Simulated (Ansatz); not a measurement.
# BClH4OSSi: a ladder of functionals and wavefunction methods

One table from this session's results is given with a row withheld; the runs are named, their logs left out.

Method: functionals in def2-TZVPP, the program's frozen cores in correlated methods; program: Ansatz 0.2.0, Gaussian basis.

Plan: LDA (SPW92), PBE-D4, revPBE-D4, BLYP-D4, r2SCAN-D4, B97M-V, PBE0-D4, B3LYP-D4, r2SCANh-D4, r2SCAN0-D4, HSE06-D4, BHLYP-D4, CAM-B3LYP-D4, LC-ωPBE, ωB97X-V, ωB97M-V, B2PLYP, PBE-QIDH; CCSD(T)/def2-SVP; CCSD(T)/def2-TZVPP; MP2/def2-QZVPP; extrapolation to the limit; RPA on PBE.

## The relaxed structure

All runs share one geometry, relaxed beforehand with PBE0-D4 in a triple-zeta def2 set.

SMILES `[SiH3]OB(S)Cl`, 9 atoms, charge 0, spin multiplicity 1.

Atoms are counted from 1 here; the program's logs count them from 0.

Bond lengths: Si1–O2 1.655 Å, Si1–H6 1.481 Å, Si1–H7 1.480 Å, Si1–H8 1.484 Å, O2–B3 1.340 Å, B3–S4 1.813 Å, B3–Cl5 1.766 Å, S4–H9 1.340 Å. Angles: O2–Si1–H6 108.0°, O2–Si1–H7 107.4°, O2–Si1–H8 110.1°, H6–Si1–H7 110.6°, H6–Si1–H8 110.3°, H7–Si1–H8 110.5°, Si1–O2–B3 138.7°, O2–B3–S4 121.1°, O2–B3–Cl5 118.3°, S4–B3–Cl5 120.6°, B3–S4–H9 95.8°.

Set-up of the first run:

in.yaml

```yaml
crystal:
  periodic: [false, false, false]
  atoms:
    - {symbol: Si, position_ang: [1.119487, 0.250952, 1.194083]}
    - {symbol: O, position_ang: [-0.026256, 0.766130, 0.116188]}
    - {symbol: B, position_ang: [-0.831947, 0.249237, -0.821642]}
    - {symbol: S, position_ang: [-0.852833, -1.531836, -1.161627]}
    - {symbol: Cl, position_ang: [-1.879282, 1.348088, -1.723686]}
    - {symbol: H, position_ang: [2.435889, 0.750157, 0.734990]}
    - {symbol: H, position_ang: [0.775994, 0.827678, 2.513074]}
    - {symbol: H, position_ang: [1.125366, -1.231598, 1.261800]}
    - {symbol: H, position_ang: [-1.777820, -1.475208, -2.130181]}
basis:
  gaussian: {orbitals: def2-TZVPP}
hamiltonian: {xc: lda}
output: {orbitals: {seedname: orbitals}}
```

Among the steps run: LDA; PBE-D4 (GGA); revPBE-D4 (GGA); BLYP-D4 (GGA); r2SCAN-D4 (meta-GGA); B97M-V (meta-GGA); PBE0-D4 (hybrid); B3LYP-D4 (hybrid); r2SCANh-D4 (hybrid); r2SCAN0-D4 (hybrid); HSE06-D4 (hybrid); BHLYP-D4 (hybrid); CAM-B3LYP-D4 (range-separated); LC-ωPBE-D4 (range-separated; the results give it without D4); ωB97X-V (range-separated); ωB97M-V (range-separated); B2PLYP (double hybrid); PBE-QIDH (double hybrid).

One table of the session follows, with a row left open; its other results are not shown here.

It belongs to the step «Frontier levels by functional». 

| functional | HOMO (eV) | gap (eV) |
| --- | --- | --- |
| LDA (SPW92) | ? | ? |
| PBE-D4 | -6.76 | 5.53 |
| revPBE-D4 | -6.71 | 5.59 |
| BLYP-D4 | -6.58 | 5.53 |
| r2SCAN-D4 | -7.07 | 6.17 |
| B97M-V | -7.16 | 6.13 |
| PBE0-D4 | -8.00 | 7.70 |
| B3LYP-D4 | -7.74 | 7.22 |
| r2SCANh-D4 | -7.53 | 6.96 |
| r2SCAN0-D4 | -8.21 | 8.14 |
| HSE06-D4 | -7.60 | 6.93 |
| BHLYP-D4 | -9.08 | 9.66 |
| CAM-B3LYP-D4 | -9.31 | 10.01 |
| LC-ωPBE | -10.74 | 12.64 |
| ωB97X-V | -10.37 | 12.10 |
| ωB97M-V | -10.19 | 11.61 |

**Question.** Estimate the row for LDA (SPW92).

The run gave: HOMO (eV): -6.90; gap (eV): 5.41. In the column «HOMO (eV)» it lies between r2SCAN-D4 (-7.07) and PBE-D4 (-6.76).
